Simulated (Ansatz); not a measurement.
# NaHg₃, space group Pm-3m: a convergence test of the k-point mesh

Program: the Python package of Ansatz (0.2.0).

Run as a notebook:

**Cell 1**
```python
import ansatz
from pymatgen.core import Lattice, Structure
from pymatgen.io.ase import AseAtomsAdaptor
from tabulate import tabulate

pmg_structure = Structure(
    Lattice([(4.640629, 0.0, 0.0), (0.0, 4.640629, 0.0), (0.0, 0.0, 4.640629)]),
    ["Na", "Hg", "Hg", "Hg"],
    [
        (0.0, 0.0, 0.0),
        (0.0, 0.5, 0.5),
        (0.5, 0.0, 0.5),
        (0.5, 0.5, 0.0),
    ],
)
nahg3 = ansatz.Crystal.from_ase(AseAtomsAdaptor.get_atoms(pmg_structure))
```

**Cell 2**
```python
nahg3.resolved().tree()["lattice"]
```
Output:
```text
((4.640629, 0.0, 0.0), (0.0, 4.640629, 0.0), (0.0, 0.0, 4.640629))
```

**Cell 3**
```python
calculation = nahg3.calculation()
calculation = calculation.functional(ansatz.Functional.PBESOL).occupations("fermi_dirac")
calculation = calculation.scf(tolerance=1e-08)
calculation = calculation.stress()

rows = []
for value in [(2, 2, 2), (3, 3, 3), (4, 4, 4), (5, 5, 5), (6, 6, 6)]:
    rep = calculation.kpoints(*value).run(threads=1).report
    rows.append((value, rep["free_energy_ev"] / len(rep["lattice"]["sites"]), rep["n_iterations"], sum(rep["stress_gpa"][i][i] for i in range(3)) / 3, rep["n_kpoints"]))

print(tabulate(rows, headers=["mesh", "F/atom (eV)", "iterations", "P (GPa)", "k-points"], floatfmt=".4f", tablefmt="simple"))
```
Output:
```text
DeckWarning: basis.ecutwfc = 420 eV, auto-derived from the records' recommended cutoffs: set by Na (normal level)
DeckWarning: output.stress: scf.convergence.dr2_threshold = 1e-8 eV is looser than the 4e-10 eV advised for a printed stress (1e-10 eV for each atom of the cell: 4). What an SCF threshold leaves in a [...]
mesh         F/atom (eV)    iterations    P (GPa)    k-points
---------  -------------  ------------  ---------  ----------
(2, 2, 2)    -10620.1955             8    -4.0621           4
(3, 3, 3)    -10620.1173             7    -0.4403           4
(4, 4, 4)    -10620.1588             9    -1.5022          10
(5, 5, 5)    -10620.1691             6    -1.7564          10
(6, 6, 6)    -10620.1607             7    -1.7542          20
```

**Cell 4**
```python
# differences from the last row
for row in rows[:-1]:
    shift = 1000 * (row[1] - rows[-1][1])
    print(f"{row[0]}: {shift:+.2f} meV/atom" + ("  (within 2 meV)" if abs(shift) < 2 else ""))
```
Output:
```text
(2, 2, 2): -34.74 meV/atom
(3, 3, 3): +43.38 meV/atom
(4, 4, 4): +1.89 meV/atom  (within 2 meV)
(5, 5, 5): -8.37 meV/atom
```

Notes:
- Pressure is positive in compression.
- A row within the bound is followed by one outside it, so the series isn't shown to be converged.
- Spin-orbit coupling, which matters for elements this heavy, is left out.
- This cell is a computed structure, which may not be the phase found in nature.
- Warnings are shown shortened and without file and line.
- Shifts are counted from the finest mesh, which is itself no proven limit.
- Timing: 9 s on 1 thread of Arm Neoverse V2, on a shared host, peak memory 0.49 GiB.

(Lines on the test bed's own set-up are left out of the output.)
